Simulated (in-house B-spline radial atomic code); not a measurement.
# Hf⁶⁵⁺: a test of the convergence tolerance

How far can the convergence tolerance be changed before the Hf⁶⁵⁺ run goes wrong?

Method: non-relativistic M06-L, spherical fractional occupations, point nucleus, basis-set limit. Code: in-house B-spline radial atomic code version 1.

### 1 What is computed

| Item | Value |
| --- | --- |
| element | hafnium (Z = 72) |
| charge | +65 |
| electrons | 7 |
| configuration | [He] 2s2 2p3 |
| Hamiltonian | non-relativistic |
| nucleus | point |

Outer shells as boxes (Hund's rule):

[He] 2s2 2p3
```
[He] core
2s [↑↓]
2p [↑ ][↑ ][↑ ]
```

The boxes only draw the filling; these runs are spin-restricted and spherical.

A run counts as converged when the orbital gradient is under the tolerance times 72 hartree (or under the basis's noise floor) and the energy moved by less than 1e-8 hartree times the root of its size. Energy differences under 2e-05 hartree are noise.

Input settings:

```ini
Z = 72
electrons = 7.0
configuration = [He] 2s2 2p3
hamiltonian = nr
method = m06l
spin_polarised = False
knot_spacing = 0.22
spline_order = 8
gauss_points = 12
box_radius = 0.91
max_iterations = 70
damping = 0.5
damped_steps = 3
diis_vectors = 10
tolerance = 1e-08
start = Thomas-Fermi
```

From the earlier run of the reference: total energy -8111.861086 hartree. Levels, eight at most:

| orbital | occupation | energy (eV) | <r> (bohr) |
| --- | --- | --- | --- |
| 1s | 2 | -66800.2 | 0.02100 |
| 2s | 2 | -15619.5 | 0.08615 |
| 2p | 3 | -15351.2 | 0.07266 |

### 2 Convergence tolerance 0.01

Input settings:

```ini
Z = 72
electrons = 7.0
configuration = [He] 2s2 2p3
hamiltonian = nr
method = m06l
spin_polarised = False
knot_spacing = 0.22
spline_order = 8
gauss_points = 12
box_radius = 0.91
max_iterations = 70
damping = 0.5
damped_steps = 3
diis_vectors = 10
tolerance = 0.01
start = Thomas-Fermi
```

Run with:

```console
> python run_scf.py task.json out
```

The settings of every run stand in task.json; they run in order.

### 3 Convergence tolerance 0.001

The settings differ from step 2 so:

```diff
@@ -14,3 +14,3 @@
 diis_vectors = 10
-tolerance = 0.01
+tolerance = 0.001
 start = Thomas-Fermi
```

### 4 Convergence tolerance 0.0001

The settings differ from step 3 so:

```diff
@@ -14,3 +14,3 @@
 diis_vectors = 10
-tolerance = 0.001
+tolerance = 0.0001
 start = Thomas-Fermi
```

### 5 Convergence tolerance 1e-05

The settings differ from step 4 so:

```diff
@@ -14,3 +14,3 @@
 diis_vectors = 10
-tolerance = 0.0001
+tolerance = 1e-05
 start = Thomas-Fermi
```

### 6 Convergence tolerance 1e-06

The settings differ from step 5 so:

```diff
@@ -14,3 +14,3 @@
 diis_vectors = 10
-tolerance = 1e-05
+tolerance = 1e-06
 start = Thomas-Fermi
```

### 7 Convergence tolerance 1e-10

The settings differ from step 6 so:

```diff
@@ -14,3 +14,3 @@
 diis_vectors = 10
-tolerance = 1e-06
+tolerance = 1e-10
 start = Thomas-Fermi
```

### 8 Convergence tolerance 1e-13

The settings differ from step 7 so:

```diff
@@ -14,3 +14,3 @@
 diis_vectors = 10
-tolerance = 1e-10
+tolerance = 1e-13
 start = Thomas-Fermi
```

**Question.** Which of these runs converge to the reference energy, which miss it and by about how much, and which fail?

As calculated:

| run | outcome | iterations | energy less the reference (hartree) |
| --- | --- | --- | --- |
| reference | converged | 6 | 0 |
| convergence tolerance 0.01 | converged | 4 | below noise |
| convergence tolerance 0.001 | converged | 4 | below noise |
| convergence tolerance 0.0001 | converged | 4 | below noise |
| convergence tolerance 1e-05 | converged | 5 | below noise |
| convergence tolerance 1e-06 | converged | 5 | below noise |
| convergence tolerance 1e-10 | converged | 7 | below noise |
| convergence tolerance 1e-13 | converged | 7 | below noise |

Of 7 changed inputs, 7 gave the reference energy within 2e-05 hartree. No value tried here spoils the result.
